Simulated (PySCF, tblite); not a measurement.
**H₆O₃SSi₃, a small molecule taken as a stand-in for a surface group (silica 3-ring): NMR shifts, core binding energies and electronic excitations**

What NMR shifts, core binding energies and electronic excitations should one expect for `S[SiH]1O[SiH2]O[SiH2]O1`?

Computed with tblite 0.8.0 and PySCF 2.14.0; each step states its level. No surroundings beyond the atoms listed, unless a continuum is named. Atoms count from 0, parts from 1.

## 1. Starting point

13 atoms, charge 0, multiplicity 1; geometry: distance geometry start.

## 2. Relaxing the cluster with GFN2-xTB

Job settings and geometry (Å):

```
{"job": {"kind": "relax", "xc": "GFN2-xTB", "basis": "xTB"}, "charge": 0, "multiplicity": 1}
O      0.272141    -1.345244    -0.679034
Si    -1.307940    -1.526509    -0.177469
O     -1.770200    -0.110242     0.545393
Si    -1.020996     1.357967     0.765110
O      0.532450     1.212979     0.184920
Si     1.276851    -0.001980    -0.672315
S      3.095718    -0.480851     0.284677
H     -2.139509    -1.783731    -1.366608
H     -1.405025    -2.655976     0.772197
H     -0.982297     1.700713     2.197882
H     -1.743530     2.394868    -0.012300
H      1.531590     0.452316    -2.065453
H      3.644929     0.741354     0.195385
```

Level: GFN2-xTB geometry optimisation, gas phase.

The run is started by

```sh
$ OMP_NUM_THREADS=1 python cluster_run.py task.json out
```

The driver reads the jobs from task.json and runs them one after another.

**Question.** The jobs that follow are: PBE0-D3(BJ)/def2-SVP geometry optimisation, gas phase; GIAO PBE0/pcSseg-1 NMR shielding, non-relativistic, gas phase; delta-SCF UKS SCAN, pcX-2 on the ionised atom, pcseg-1 elsewhere, spin-free X2C; TDDFT CAM-B3LYP/def2-SVPD, vertical, gas phase, core orbitals frozen in the response. Predict: point group; rotational constants (main isotopes); ¹H shifts against TMS (PBE0/pcSseg-1); ¹⁷O shifts against H2O (PBE0/pcSseg-1); ²⁹Si shifts against TMS (PBE0/pcSseg-1); ³³S shifts against CS2 (PBE0/pcSseg-1); O1s binding energies, SCAN/pcX-2 (standing for 2 of 3 atoms); Si2p binding energies, SCAN/pcX-2 (standing for 2 of 3 atoms); S2p binding energies, SCAN/pcX-2; lowest singlet (CAM-B3LYP/def2-SVPD); brightest single state of those computed; lowest triplet; vertical ionisation energy (ΔSCF).

As calculated:

| quantity | value |
| --- | --- |
| point group | C1 |
| rotational constants (main isotopes) | 1.90, 1.01, 0.77 GHz |
| ¹H shifts against TMS (PBE0/pcSseg-1) | 5.57, 5.25, 5.23, 5.18, 5.16, 0.79 ppm |
| ¹⁷O shifts against H2O (PBE0/pcSseg-1) | 116.6, 97.0, 83.4 ppm |
| ²⁹Si shifts against TMS (PBE0/pcSseg-1) | -22.1, -31.2, -32.8 ppm |
| ³³S shifts against CS2 (PBE0/pcSseg-1) | -167 ppm |
| O1s binding energies, SCAN/pcX-2 (standing for 2 of 3 atoms) | O0 538.23, O4 538.17 eV |
| Si2p binding energies, SCAN/pcX-2 (standing for 2 of 3 atoms) | Si5 108.62, Si1 108.54 eV |
| S2p binding energies, SCAN/pcX-2 | S6 169.90 eV |
| lowest singlet (CAM-B3LYP/def2-SVPD) | 6.21 eV (200 nm), f = 0.007 |
| brightest single state of those computed | state 2, 6.87 eV, f = 0.052 |
| lowest triplet | 5.77 eV |
| vertical ionisation energy (ΔSCF) | 10.06 eV |

**Reading.** The start of the PBE0/def2-SVP relaxation was shaken at random by about 0.01 Å, so part of the energy gained, and of the first lengths quoted, undoes that. Relaxing lowered the energy by 0.427 eV in 9 steps; the close pair that moved most is Si3–O4, from 1.601 to 1.666 Å (PBE0/def2-SVP). No frequency check was run at this level, so the end point may be a saddle. At PBE0/pcSseg-1: The largest span, 208 ppm, is at S6, where the paramagnetic term is -395 ppm. At SCAN/pcX-2: the O1s levels computed lie within 0.06 eV of one another, too close to rank. Only 2 of the 3 O atoms are covered by sound results. At SCAN/pcX-2: the Si2p levels computed lie within 0.07 eV of one another, too close to rank. Only 2 of the 3 Si atoms are covered by sound results. The lowest singlet, at 6.21 eV, is HOMO→LUMO 0.59, HOMO→LUMO+4 0.21 and is weak; of the 6 states computed, the strongest absorption comes from state 2 at 6.87 eV. The lowest triplet lies 0.44 eV below the lowest singlet (triplets in Tamm-Dancoff, singlets in full TDDFT). ΔSCF puts the ionisation energy at 10.06 eV, 0.97 eV above −ε(HOMO). A capped cluster stands for the solid here, so long-range fields and strain are missing, and bands or shifts of the capping hydrogens have no counterpart in it.
